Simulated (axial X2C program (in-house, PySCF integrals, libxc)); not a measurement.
# GaH⁺: properties at the nuclei

Aim: properties at the nuclei of GaH⁺, with spin–orbit coupling in the Hamiltonian from the start.

Method: two-component X2C with atomic mean-field terms, Ga dyall-acv3z, H dyall-av3z; program: an in-house X2C program for linear molecules on PySCF integrals.

All values are calculated.

## Step 1: The job

task.json reads:

```json
{
 "zs": [
  31,
  1
 ],
 "q": 1,
 "bas": [
  "dyall-acv3z",
  "dyall-av3z"
 ],
 "r0": 1.56,
 "levels": [
  "PBE0",
  "HF",
  "B3LYP"
 ],
 "nst": 1,
 "ff": 1,
 "thr": -3.5,
 "nmax": 130,
 "opt": {
  "ecut": 60
 }
}
```

Keys: zs atomic numbers; q charge; bas basis sets; r0 starting distance in Å; levels methods (HF also brings MP2); nst determinants followed; ff finite-field run; thr threshold in hartree for freezing inner shells (an s shell follows its p shell); nmax most natural virtual spinors; ecut virtual cutoff in hartree.

Run with:

```sh
> python soeom.py task.json out
```

Nuclei are Gaussian, cores are contracted, and the Gaunt term is on.

## Step 2: Expectation values, lowest determinant

R = 1.674 Å. State: Ω = 1/2 (excess of +ω over −ω: ω = 1/2).

Output of the PBE0 run:

```text
two-component X2C + atomic mean field  PBE0
basis functions 150  fitting functions 830  grid points 5075
iter        total energy     max residual
   1      -1943.327365367     1.44e-05
   2      -1943.327365371     1.61e-05
   3      -1943.327365373     3.27e-06
   4      -1943.327365373     8.31e-07
converged
one-electron -2717.25816595  Coulomb 840.72236820  exact exchange -18.63215926  xc functional -57.31461680  nuclear repulsion 9.79957798  atomic mean-field constant -0.64436955
```

The highest occupied spinor is 41% Ga p, 26% Ga s, 24% H s.

```
level  Eeff magnitude (GV/cm)  Ws magnitude Ga (kHz)  A∥/gI Ga (MHz)  qzz Ga (a.u.)  A∥/gI H (MHz)  qzz H (a.u.)
 PBE0                    3.54                   3.05            1960          -2.46            157          0.06
   HF                    4.37                   3.76            1820          -2.81            159          0.07
B3LYP                    3.38                   2.91            1950          -2.34            170          0.06
```

Eeff is the effective electric field on the electron dipole moment in this Ω state and Ws the scalar–pseudoscalar constant (defined with the proton number Z and per Ω); A∥ is the parallel hyperfine constant, which follows by multiplying with the nuclear g factor gI = μI/(I μN); qzz is the electric field gradient, eQq0 = 234.96 MHz × Q/barn × qzz. The operators were transformed with the bare-nucleus X2C matrices.

## Step 3: Finite-field coupled cluster

Output:

```text
two-component X2C + atomic mean field  HF
basis functions 150  fitting functions 830  grid points 5075
iter        total energy     max residual
   1      -1941.909226347     1.67e-01
   2      -1941.929507442     1.06e-02
   3      -1941.930644436     9.07e-03
   4      -1941.931223545     2.80e-03
   5      -1941.931352308     1.39e-03
   6      -1941.931393052     4.30e-04
   7      -1941.931403690     2.56e-04
   8      -1941.931406825     1.07e-04
   9      -1941.931407402     2.10e-05
  10      -1941.931407426     6.00e-06
  11      -1941.931407427     1.01e-06
converged
one-electron -2717.86261026  Coulomb 841.43660337  exact exchange -74.66060897  xc functional 0.00000000  nuclear repulsion 9.79957798  atomic mean-field constant -0.64436955
correlated 13  virtual 251  natural virtual 130  E(MP2) -0.522745796  MP2 remainder -0.005362714
iter   CCSD correlation   residual
   1     -0.472424980   1.17e-01
   2     -0.486292829   4.92e-02
   3     -0.488584087   2.37e-02
   4     -0.488228915   6.56e-03
   5     -0.488399678   2.38e-03
   6     -0.488402268   7.18e-04
   7     -0.488394314   3.41e-04
   8     -0.488401057   1.59e-04
   9     -0.488396669   6.05e-05
  10     -0.488398089   1.37e-05
  11     -0.488397520   4.30e-06
  12     -0.488397555   1.42e-06
  13     -0.488397545   5.62e-07
(T) -0.012651317  T1 0.0242  D1 0.0577  max T2 0.100
```

T1 in the output is the amplitude norm over the root of the electron number; divide by √2 for the Lee–Taylor value.

13 electrons correlated in 130 natural virtual spinors, MP2 remainder added; T1 = 0.017.

```
  level  Eeff magnitude (GV/cm)  Ws magnitude Ga (kHz)  A∥/gI Ga (MHz)  qzz Ga (a.u.)  A∥/gI H (MHz)
     HF                    4.37                   3.76            1820          -2.81            159
    MP2                    3.92                   3.38            1930          -2.51            158
   CCSD                    3.64                   3.14            2050          -2.53            152
CCSD(T)                    3.55                   3.06            2030          -2.49            153
```

## Step 4: What came out

| quantity | value |
| --- | --- |
| lowest determinant | Ω = 1/2 (excess of +ω over −ω: ω = 1/2) |
| Eeff magnitude (GV/cm), PBE0 | 3.54 |
| Ws magnitude Ga (kHz), PBE0 | 3.05 |
| A∥/gI Ga (MHz), PBE0 | 1960 |
| qzz Ga (a.u.), PBE0 | -2.46 |
| Eeff magnitude (GV/cm), CCSD(T) | 3.55 |
| Ws magnitude Ga (kHz), CCSD(T) | 3.06 |
| A∥/gI Ga (MHz), CCSD(T) | 2030 |
| qzz Ga (a.u.), CCSD(T) | -2.49 |

In words: In the first state, the effective field runs from 3.38 to 4.37 GV/cm over the mean-field levels. The expectation values come from single determinants, which for open shells can mix terms of unlike spin or miss the lowest Ω, so a determinant need not be a state. Eeff is the effective electric field on the electron dipole moment in this Ω state and Ws the scalar–pseudoscalar constant (defined with the proton number Z and per Ω); A∥ is the parallel hyperfine constant, which follows by multiplying with the nuclear g factor gI = μI/(I μN); qzz is the electric field gradient, eQq0 = 234.96 MHz × Q/barn × qzz. The operators were transformed with the bare-nucleus X2C matrices. Correlation of the inner shells is missing, which matters for properties at the nucleus.
